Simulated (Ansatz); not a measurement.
# Al2O3: a relaxation

Aim: relax the cell and atoms of Al2O3.

Computed with Ansatz 0.2.0 (DFT LDA, scalar-relativistic, plane waves, PAW, unless a step's input says otherwise).

### Step 1. The starting structure

Symmetry: P-6m2, No. 187, hexagonal system. Conventional cell: a = 2.884 Å, b = 2.884 Å, c = 9.337 Å, α = 90.00°, β = 90.00°, γ = 120.00°. Al (site symmetry 3m) has 6 O at 1.80 to 2.18 Å as nearest neighbours. O (site symmetry 3m) is surrounded by 3 Al at 1.80 Å. O (site symmetry -6m2) has 6 Al at 2.18 Å as nearest neighbours.

Structure file:

```cif
data_structure
_symmetry_space_group_name_H-M 'P 1'
_symmetry_Int_Tables_number 1
_cell_length_a 2.8843
_cell_length_b 2.8843
_cell_length_c 9.3368
_cell_angle_alpha 90.000
_cell_angle_beta 90.000
_cell_angle_gamma 120.000
_cell_volume 67.27
loop_
_atom_site_label
_atom_site_type_symbol
_atom_site_fract_x
_atom_site_fract_y
_atom_site_fract_z
_atom_site_occupancy
Al1 Al 0.00000 0.00000 0.14999 1
Al2 Al 0.00000 0.00000 0.85001 1
O1 O 0.33333 0.66667 0.22232 1
O2 O 0.66667 0.33333 0.00000 1
O3 O 0.33333 0.66667 0.77768 1
```

The structure comes from the Materials Project (structure only).

(A quick probe on a coarse mesh, which set the mesh and smearing, is not shown.)

### Step 3. Relaxing cell and atoms

input.yaml reads:

```yaml
crystal:
  lattice:
    - [2.8843249483, 0.0, 0.0]
    - [-1.4421624742, 2.497898678, 0.0]
    - [0.0, 0.0, 9.33675446]
  atoms:
    - { symbol: Al, position: [0.0, 0.0, 0.14999233] }
    - { symbol: Al, position: [0.0, 0.0, 0.85000767] }
    - { symbol: O, position: [0.33333333, 0.66666667, 0.22231692] }
    - { symbol: O, position: [0.66666667, 0.33333333, 0.0] }
    - { symbol: O, position: [0.33333333, 0.66666667, 0.77768308] }
basis:
  ecutwfc: 420
kpoints:
  mp_grid: { grid: [12, 12, 4] }
hamiltonian:
  xc: lda
scf:
  occupations: { method: gaussian, width: 0.02 }
output:
  forces: true
  stress: true
  eigenvalues: true
relax:
  adjacent_minimum: "off"
  f_tol: 0.005
  max_steps: 80
  cell: { stress_tol: 0.05 }
```

The run is started by

```
$ ansatz run input.yaml --threads 1 --pin off --max-ram 2560MiB --backend cpu --events-out ev --progress --plain --runs-dir out
```

Q: Predict the outcome of this session. Wanted: relaxed cell; volume; formation energy; gap on the mesh.

As calculated:

| quantity | value |
| --- | --- |
| relaxed cell | a = 2.838 Å, b = 2.838 Å, c = 9.340 Å, α = 90.00°, β = 90.00°, γ = 120.00° |
| space group (0.01 Å) | P-6m2 (No. 187) |
| volume | 13.03 Å³/atom |
| formation energy (elements from runs with the same settings, not shown) | -3.15 eV/atom |
| gap on the mesh | 5.18 eV |

**Reading.** The cell shrank by 3.1 % in volume on relaxing. The shape changed too: the edges of the input's cell moved by -1.6, -1.6, +0.0 %. Layers here are held mostly by dispersion, which this level lacks, so their spacing and the stiffness across them are unreliable there.

These are semilocal Kohn-Sham gaps, which aren't the measured quantity. Such gaps usually fall short of the measured ones.
